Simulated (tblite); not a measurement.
# C5H11NSSi: the cost of one run

Programs: tblite 0.8.0 and PySCF 2.14.0, with density-fitted response routines of our own. Each step states its level of theory. These are calculated values for one molecule in the gas phase, unless marked as measured. Atoms count from 0, in the outputs and in this text.

## (1) The starting structure

19 atoms, charge 0, multiplicity 1; geometry from: force field or distance geometry start.

Bonds of the start (Å): C0–C1 1.45, C1–C2 1.23, C2–C3 1.47, C3–C4 1.52, C3–N5 1.43, N5–Si6 1.78, Si6–S7 2.15, C0–H8 1.11, C0–H9 1.12, C0–H10 1.11, C3–H11 1.11, C4–H12 1.11, C4–H13 1.10, C4–H14 1.13, N5–H15 1.03, Si6–H16 1.46, Si6–H17 1.48, S7–H18 1.40.

## (2) Optimising the geometry with GFN2-xTB

What the job is given:

```
{"job": {"kind": "relax", "xc": "GFN2-xTB", "basis": "xTB"}, "charge": 0, "multiplicity": 1}
C     -3.490400     1.567500    -0.377600
C     -2.265100     0.832400    -0.114600
C     -1.238800     0.206500     0.138000
C     -0.005200    -0.525500     0.440300
C     -0.081000    -1.833600    -0.324100
N      1.068200     0.323500     0.020800
Si     2.698700    -0.327700     0.284100
S      4.060900     0.800500    -0.942900
H     -3.273800     2.649900    -0.441500
H     -4.216200     1.403200     0.459100
H     -3.992500     1.222400    -1.310600
H     -0.014700    -0.788500     1.516600
H     -0.651500    -2.608000     0.233600
H      0.901000    -2.182200    -0.680200
H     -0.721600    -1.596400    -1.224200
H      0.931900     0.724300    -0.915500
H      2.788000    -1.745100    -0.040700
H      3.157400    -0.171200     1.677600
H      4.335000     2.057100    -0.390500
```

Command:

```sh
> OMP_NUM_THREADS=1 python probes_run.py task.json out
```

One launch serves the whole session: the jobs run in the order shown.

Q: Estimate the wall time of this first job on 1 thread of Arm Neoverse N1, shared host.

About 1.6 s.
